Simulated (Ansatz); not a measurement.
# SnH3Cl (SMILES [Cl][SnH3]): BCCD(T)/STO-3G

What is the energy change on altering one bond length of SnH3Cl at BCCD(T)/STO-3G? 

The calculation is run with Ansatz 0.2.0.

59 further runs of the same task are left out: 8 that didn't finish, 51 set aside as unsound or not needed.

**1. The structure to begin with**

SnH3Cl has 5 atoms, charge 0, and is taken as a singlet. SMILES: `[Cl][SnH3]`. The shape is that of a PBE0-D4/def2-TZVP optimisation.

Bond lengths: Cl1–Sn2 2.334 Å, Sn2–H3 1.700 Å, Sn2–H4 1.700 Å, Sn2–H5 1.700 Å. Angles: Cl1–Sn2–H3 106.1°, Cl1–Sn2–H4 106.1°, Cl1–Sn2–H5 106.1°, H3–Sn2–H4 112.7°, H3–Sn2–H5 112.7°, H4–Sn2–H5 112.7°.

**2. A single-point energy at BCCD(T)/STO-3G**

File in.yaml:

```yaml
basis:
  gaussian:
    orbitals: STO-3G
crystal:
  periodic: [false, false, false]
  atoms:
    - {symbol: Cl, position_ang: [-1.839400, 0.332400, 1.029900]}
    - {symbol: Sn, position_ang: [0.168900, -0.044500, -0.097500]}
    - {symbol: H, position_ang: [-0.120500, 0.362900, -1.722400]}
    - {symbol: H, position_ang: [0.522700, -1.694200, 0.111100]}
    - {symbol: H, position_ang: [1.318200, 0.969900, 0.637400]}
correlation:
  method: bccd_t
  frozen_orbitals: {Cl: 5, H: 0, Sn: 18}
accuracy: high
scf:
  omitted_lower_state_checks: [cluster_reference, increment]
```

Launch:

```console
$ ansatz run in.yaml --threads 1 --pin off --max-ram 2610MiB --events-out events.jsonl --progress --plain --runs-dir runs
```

Output (excerpt; [...] marks lines left out):

```text
Warning: RAYON_NUM_THREADS=1 ignored (pool sized by the plan → 1); use --threads N
Functional definition: HF
  name "HF"
[...]
710 factors; integrals over basis functions are off by at most 7.3e-9 eV
[...]
mean field -174688.80582630 eV, -6419.6952057910 hartree, gradient 1.5e-8 eV, S^2 0.000000; 0 other end points of the search recorded, 0 dependent functions left out
23 core orbitals not correlated: weight in the atoms' cores, before any rotation towards them, 1.000 or more for the frozen orbitals, at most 0.000 for the correlated occupied ones
reference -174688.80582630 eV, -6419.6952057910 hartree; 12, 12 occupied and 4, 4 virtual orbitals, 710 factors
second order -1.08020055 eV of doubles, -0.00000000 eV of singles
cycle   1  -1.41565682 eV  change   -3.4e-1 eV  update   5.3e-2
[...]
cycle  16  -1.61015406 eV  change   -1.1e-9 eV  update   1.7e-9
perturbative correction -0.01547884 eV, -0.0005688368 hartree
Total energy: -174690.43145919 eV, -6419.7549466981 hartree
Checks for a lower state left out: cluster_reference, increment
```

Wall time 0.89 s (1 thread of Arm Neoverse V1, shared host); peak memory 0.098 GiB.

**3. The distorted shape at the same level**

File input.yaml:

```yaml
crystal:
  periodic: [false, false, false]
  atoms:
    - {symbol: Cl, position_ang: [-1.927856, 0.744851, 0.977747]}
    - {symbol: Sn, position_ang: [0.080444, 0.367951, -0.149653]}
    - {symbol: H, position_ang: [-0.208956, 0.775351, -1.774553]}
    - {symbol: H, position_ang: [0.522700, -1.694200, 0.111100]}
    - {symbol: H, position_ang: [1.229744, 1.382351, 0.585247]}
basis:
  gaussian:
    orbitals: STO-3G
correlation:
  method: bccd_t
  frozen_orbitals: {Cl: 5, H: 0, Sn: 18}
accuracy: high
scf:
  omitted_lower_state_checks: [cluster_reference, increment]
```

Launch:

```console
$ ansatz run input.yaml --threads 1 --pin off --max-ram 2610MiB --events-out events.jsonl --progress --plain --runs-dir runs
```

Output (excerpt; [...] marks lines left out):

```text
Warning: RAYON_NUM_THREADS=1 ignored (pool sized by the plan → 1); use --threads N
[... 2 set-up lines as earlier in the session ...]
[...]
710 factors; integrals over basis functions are off by at most 4.6e-9 eV
[...]
mean field -174687.26082934 eV, -6419.6384282001 hartree, gradient 8.0e-9 eV, S^2 0.000000; 0 other end points of the search recorded, 0 dependent functions left out
23 core orbitals not correlated: weight in the atoms' cores, before any rotation towards them, 1.000 or more for the frozen orbitals, at most 0.000 for the correlated occupied ones
reference -174687.26082934 eV, -6419.6384282001 hartree; 12, 12 occupied and 4, 4 virtual orbitals, 710 factors
second order -1.27817062 eV of doubles, -0.00000000 eV of singles
cycle   1  -1.71362298 eV  change   -4.4e-1 eV  update   6.8e-2
[...]
cycle  19  -1.99559404 eV  change  -4.6e-10 eV  update   2.0e-9
perturbative correction -0.02202082 eV, -0.0008092501 hartree
Total energy: -174689.27844419 eV, -6419.7125741784 hartree
Checks for a lower state left out: cluster_reference, increment
```

It took 0.91 s on 1 thread of Arm Neoverse V1, shared host; peak memory 0.099 GiB.

**4. Summary of results**

Level: BCCD(T)/STO-3G, 23 core orbitals frozen.

| quantity | value |
| --- | --- |
| first shape: total energy | -6419.75495 Eh |
| first shape: correlation energy (23 core orbitals frozen) | -59.7 mEh |
| first shape: (T) correction | -0.57 mEh |
| distorted shape: total energy | -6419.71257 Eh |
| distorted shape: correlation energy (23 core orbitals frozen) | -74.1 mEh |
| distorted shape: (T) correction | -0.81 mEh |
| energy change with the Sn2–H4 bond stretched from 1.700 to 2.125 Å | 1.153 eV |

With the Sn2–H4 bond stretched from 1.700 to 2.125 Å the energy rises by 1.15 eV (27 kcal/mol). The first shape isn't relaxed at this level, so the change isn't measured from a minimum. The minimal basis adds a large error of its own. The triples (first shape) make up 1.0 % of the correlation energy. Relativity is left out (first shape) although the molecule holds a heavy atom. The triples (distorted shape) make up 1.1 % of the correlation energy. Relativity is left out (distorted shape) although the molecule holds a heavy atom.
